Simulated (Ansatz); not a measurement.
# Cu: the cost of one run

Method: DFT r2SCAN, scalar-relativistic, plane waves, PAW, in Ansatz 0.2.0.

**1. The starting structure**

Symmetry: I4/mmm, No. 139, tetragonal system. The conventional cell has a = 2.886 Å, b = 2.886 Å, c = 2.752 Å, α = 90.00°, β = 90.00°, γ = 90.00°. Cu (site symmetry 4/mmm) is surrounded by 10 Cu at 2.46 to 2.75 Å.

As a file:

```cif
data_structure
_symmetry_space_group_name_H-M 'I4/mmm'
_symmetry_Int_Tables_number 139
_cell_length_a 2.8856
_cell_length_b 2.8856
_cell_length_c 2.7522
_cell_angle_alpha 90.000
_cell_angle_beta 90.000
_cell_angle_gamma 90.000
_cell_volume 22.92
loop_
_atom_site_label
_atom_site_type_symbol
_atom_site_symmetry_multiplicity
_atom_site_Wyckoff_symbol
_atom_site_fract_x
_atom_site_fract_y
_atom_site_fract_z
_atom_site_occupancy
Cu1 Cu 2 a 0.00000 0.00000 0.00000 1
```

It goes back to an entry of the Materials Project, which need not be the stable form.

The cell is taken as given, not relaxed at this level.

**2. The reference cell**

The reference gives a free energy of -6631.2032 eV, pressure 0.29 GPa, largest force 0.000 eV/Å and gap on the mesh none (metal). It was computed beforehand with the settings of the runs below.

**3. Next: a two-dimensional strain map**

The cell is strained by p along both x and y and by q along z, with fractional coordinates fixed.

**4. p = -0.050, q = -0.050**

Contents of input.yaml:

```yaml
crystal:
  lattice:
    - [-1.370653654, 1.370653654, 1.3072773775]
    - [1.370653654, -1.370653654, 1.3072773775]
    - [1.370653654, 1.370653654, -1.3072773775]
  atoms:
    - { symbol: Cu, position: [0.0, 0.0, 0.0] }
basis:
  ecutwfc: 500
kpoints:
  mp_grid: { grid: [24, 24, 24] }
hamiltonian:
  xc: r2scan
scf:
  occupations: { method: gaussian, width: 0.15 }
output:
  forces: true
  stress: true
  eigenvalues: true
```

Launch:

```
ansatz run input.yaml --threads 1 --pin off --max-ram 2560MiB --backend cpu --events-out ev --progress --plain --runs-dir out
```

What time and memory should one allow on 1 thread of Intel Xeon Platinum 8488C (Sapphire Rapids), shared host?

About 15 s, with a peak of 0.52 GiB.
